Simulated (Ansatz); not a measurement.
Input of an Ansatz 0.2.0 run:

The input input.yaml:

```yaml
crystal:
  lattice:
    - [3.962670049, 0.0, 0.0]
    - [-1.9813350245, 3.4317729293, 0.0]
    - [0.0, 0.0, 5.809192]
  atoms:
    - { symbol: Cd, position: [0.3333333333, 0.6666666667, 0.932717] }
    - { symbol: Cd, position: [0.6666666667, 0.3333333333, 0.578735] }
    - { symbol: S, position: [0.3333333333, 0.6666666667, 0.365705] }
kpoints:
  mp_grid: { grid: [8, 8, 5] }
scf:
  occupations: { method: fermi_dirac, width: 0.05 }
hamiltonian:
  xc: pbe
  pseudopotentials: { kind: all_electron, lapw: { basis_error: 0.002 } }
output: {}
phonons:
  method: fd
  supercell: [1, 1, 1]
```

Potentials or basis: all-electron LAPW, scalar-relativistic.

Launch:

```sh
$ ansatz run input.yaml --threads 2 --pin off --max-ram 6144MiB --backend cpu --events-out ev --progress --plain --runs-dir out
```

Task: Estimate the highest phonon frequency at Γ, LO-TO splitting left out.

Result: 258 cm⁻¹.

Task: Predict the largest force.

Result: 0.072 eV/Å.

Task: What does it give for the band gap on the k mesh?

Result: 0.24 eV, indirect (least direct gap 0.57 eV).

Phonon frequencies in cm⁻¹ (negative: imaginary):
```
              q point                frequencies
(0.000, 0.000, 0.000)  0 0 0 4 4 133 195 195 258
```

Caveat: an odd mesh through Γ misses points on the zone boundary, where band edges often lie. As with any semilocal functional, this PBE gap is likely too small.
